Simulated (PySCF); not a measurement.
# MoNBr: singlet, from a linear start

Aim: relax MoNBr as a singlet from a linear start, check by its vibrations whether the end is a minimum, and collect its spectrum and constants.

Method: PBE0, basis Mo def2-TZVP with ECP28, N def2-TZVP, Br def2-TZVP, scalar-relativistic core potentials, no spin–orbit coupling, density fitting; program: PySCF 2.14.0.

### 1 Starting geometry

3 atoms, charge 0, spin multiplicity 1.

Bond lengths: Mo1–N2 1.810 Å, Mo1–Br3 2.520 Å. Angles: N2–Mo1–Br3 180.0°.

Coordinates in bohr (charge 0 multiplicity 1):
```
Mo    0.0000    0.0000    0.0000
N     0.0000    0.0000   -3.4204
Br    0.0000    0.0000    4.7621
```

### 2 Finding the electronic state

One driver script runs all steps and calls PySCF; scf.py shows how it sets up the SCF of each step. The optimiser is the driver's own. After this first run the driver tries any further starts and a stability analysis.

Contents of scf.py:

```python
from pyscf import gto, scf, dft
mol = gto.M(atom='''
Mo     0.000000     0.000000     0.000000
N      0.000000     0.000000    -1.810000
Br     0.000000     0.000000     2.520000''',
    basis={'Mo': 'def2-TZVP', 'N': 'def2-TZVP', 'Br': 'def2-TZVP'},
    ecp={'Mo': 'def2-TZVP'},
    charge=0, spin=0)
mf = dft.RKS(mol, xc='PBE0')
mf.grids.atom_grid = (50, 194)
aux = {'Mo': 'def2-universal-JKFIT', 'N': 'def2-universal-JKFIT', 'Br': 'def2-universal-JKFIT'}
mf = mf.density_fit(auxbasis=aux)
mf.conv_tol = 1e-08
mf.diis_space = 10
mf.max_cycle = 60
mf.init_guess = 'minao'
mf.verbose = 4
mf.kernel()
```

The run is started by

```console
$ OMP_NUM_THREADS=4 python axn.py task.json out
```

The runs that follow: Relaxing the singlet from the linear start; Frequencies; Following the imaginary mode; Frequencies; A spin-polarised start; Frequencies.

**Question.** What will these runs give? Wanted: minimum; geometry; wavenumbers; dipole moment; highest occupied, lowest empty level; polar-tensor charge of Mo1; zero-point energy; atomisation energy; ⟨S²⟩.

As calculated:

```
                                          quantity                                        value
                                           minimum                 broken-symmetry (Ms = 0), Cs
                                          geometry  Mo–Br 2.456 Å, Mo–N 1.605 Å; Br–Mo–N 117.0°
                                wavenumbers (cm⁻¹)                144 (a'), 281 (a'), 1191 (a')
                                     dipole moment                                       4.85 D
highest occupied, lowest empty level (either spin)                              -6.49, -3.22 eV
                        polar-tensor charge of Mo1                                      +1.26 e
                                 zero-point energy                                   9.7 kJ/mol
                               entropy at 298.15 K                              301.9 J/(mol K)
         atomisation energy (no zero-point energy)                                   792 kJ/mol
                                              ⟨S²⟩                                        1.003
```

What this shows: From C∞v at the start the molecule goes to a Cs minimum, after a stop at a second-order saddle point 104.7 kJ/mol higher, from which it was pushed off along an imaginary mode. The determinant is spin-contaminated (⟨S²⟩ = 1.00 against 0.00), so it is no pure spin state. In the infrared the band at 1191 cm⁻¹ (a', stretch) leads. Other starts or spin states, not run here, may lie lower.
